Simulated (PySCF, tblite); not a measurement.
# C5H7FSi: geometry, infrared bands and NMR shifts

Aim: predict the infrared bands and NMR shifts of C5H7FSi (`CC1=C[SiH2]C=C1F`).

Programs: tblite 0.8.0 and PySCF 2.14.0, with density-fitted response routines of our own. Each step states its level of theory. These are calculated values for one molecule in the gas phase, unless marked as measured. Atoms count from 0, in the outputs and in this text.

**1. The starting structure**

14 atoms, charge 0, multiplicity 1; geometry from: force field or distance geometry start.

Bonds of the start (Å): C0–C1 1.54, C1–C2 1.32, C2–Si3 1.86, Si3–C4 1.83, C4–C5 1.31, C5–F6 1.40, C5–C1 1.40, C0–H7 1.10, C0–H8 1.10, C0–H9 1.11, C2–H10 1.05, Si3–H11 1.47, Si3–H12 1.45, C4–H13 1.08.

**2. Optimising the geometry with GFN2-xTB**

Job settings and geometry (Å):

```
{"job": {"kind": "relax", "xc": "GFN2-xTB", "basis": "xTB"}, "charge": 0, "multiplicity": 1}
C      2.110200    -0.009000     0.155500
C      0.576600    -0.007800     0.031800
C     -0.065700    -1.136200     0.251900
Si    -1.865000    -0.725700     0.011500
C     -1.471900     1.030200    -0.347600
C     -0.167900     1.140700    -0.282800
F      0.431500     2.381800    -0.522500
H      2.524500    -0.394700    -0.788500
H      2.459800     0.993600     0.438400
H      2.400500    -0.712200     0.961900
H      0.314300    -2.089500     0.496000
H     -2.627400    -0.833100     1.264300
H     -2.444800    -1.451800    -1.100500
H     -2.175300     1.813500    -0.591500
```

Run with:

```sh
$ OMP_NUM_THREADS=1 python probes_run.py task.json out
```

The driver reads the jobs from task.json and runs them one after another.

**Question.** This job is followed by: GFN2-xTB harmonic vibrations, gas phase; GIAO PBE0/pcSseg-1 NMR shielding, non-relativistic, gas phase. What will the session give for the following? strongest single infrared mode (GFN2-xTB); zero-point energy (GFN2-xTB); ¹³C shifts against TMS (PBE0/pcSseg-1); ¹H shifts against TMS (PBE0/pcSseg-1, means over atoms taken as alike); ²⁹Si shifts against TMS (PBE0/pcSseg-1); ¹⁹F shifts against CFCl3 (PBE0/pcSseg-1).

As calculated:

| quantity | value |
| --- | --- |
| strongest single infrared mode (GFN2-xTB) | 2262 cm⁻¹, 436 km/mol |
| zero-point energy (GFN2-xTB) | 62.1 kcal/mol |
| ¹³C shifts against TMS (PBE0/pcSseg-1) | 180.8, 162.2, 129.2, 99.7, 21.2 ppm |
| ¹H shifts against TMS (PBE0/pcSseg-1, means over atoms taken as alike) | 5.91, 5.09, 4.56, 2.20 ppm |
| ²⁹Si shifts against TMS (PBE0/pcSseg-1) | -54.0 ppm |
| ¹⁹F shifts against CFCl3 (PBE0/pcSseg-1) | -89.1 ppm |

**Reading.** Relaxing lowered the energy by 0.411 eV in 83 steps; the close pair that moved most is C1–C5, from 1.404 to 1.465 Å. All 36 modes are real, so the xTB geometry is a minimum. GFN2-xTB is a fitted tight-binding method: band positions and strengths are rough. Its intensities can rank the bands wrongly. At PBE0/pcSseg-1: Shielding is most anisotropic at F6 (span 248 ppm, paramagnetic term -215 ppm).
